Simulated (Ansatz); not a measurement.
# Cl4H2OW: a dynamics run in two tries

Aim: a short trajectory for this system.

Method: RKS B3LYP-D4/def2-SVP, in Ansatz 0.2.0.

## Step 1: Starting point

Bond lengths: W1–H2 1.698 Å, W1–Cl3 2.355 Å, W1–Cl4 2.515 Å, W1–Cl5 2.250 Å, W1–Cl6 2.239 Å, W1–O7 1.897 Å, O7–H8 1.007 Å. Angles (14 of 16 angles, heavy atoms first): Cl3–W1–Cl4 90.5°, Cl3–W1–Cl5 150.3°, Cl3–W1–Cl6 90.2°, Cl3–W1–O7 109.9°, Cl4–W1–Cl5 95.6°, Cl4–W1–Cl6 164.8°, Cl4–W1–O7 77.9°, Cl5–W1–Cl6 91.2°, Cl5–W1–O7 99.7°, Cl6–W1–O7 87.6°, H2–W1–Cl3 76.9°, H2–W1–Cl4 63.1°, H2–W1–Cl5 80.1°, H2–W1–Cl6 131.7°.

As a file:

```xyz
8

W     0.0283   -0.2234   -0.0828
H     0.0193    0.7229    1.3267
Cl    2.2645   -0.3311    0.6464
Cl    0.2221    2.2659   -0.3819
Cl   -2.1766   -0.2212    0.3663
Cl    0.0119   -2.4418   -0.3882
O    -0.0286   -0.0427   -1.9702
H     0.0734    0.9268   -2.2215
```

## Step 2: First attempt

Input file input.yaml:

```yaml
crystal:
  periodic: [false, false, false]
  atoms:
    - { symbol: W, position_ang: [0.028303, -0.223363, -0.082769] }
    - { symbol: H, position_ang: [0.01935, 0.722911, 1.326666] }
    - { symbol: Cl, position_ang: [2.264521, -0.331071, 0.64638] }
    - { symbol: Cl, position_ang: [0.222089, 2.265947, -0.381868] }
    - { symbol: Cl, position_ang: [-2.176559, -0.221243, 0.366339] }
    - { symbol: Cl, position_ang: [0.011897, -2.441812, -0.388198] }
    - { symbol: O, position_ang: [-0.028569, -0.042695, -1.970229] }
    - { symbol: H, position_ang: [0.073446, 0.926835, -2.221501] }
basis:
  gaussian: { orbitals: def2-SVP }
hamiltonian:
  xc: b3lyp
  dispersion: d4
md:
  timestep: 1.0
  n_steps: 25
  ensemble: nve
  temperature: 200.0
  initial_velocities: maxwell_boltzmann
  seed: 708468
  temperature_schedule: [{ n_steps: 10, end_temperature: 100.0 }]
```

On the command line:

```console
> ansatz run input.yaml --threads 2 --pin off --max-ram 3072MiB --backend cpu --events-out ev --progress --plain --runs-dir out
```

Q: Predict the outcome of this session. Wanted: first try.

The runs gave:

| quantity | value |
| --- | --- |
| first try | refused |
| cause | a temperature schedule needs a thermostat, and a run at constant energy has none |

The fault in the first input was caught at the input check and cost nothing.
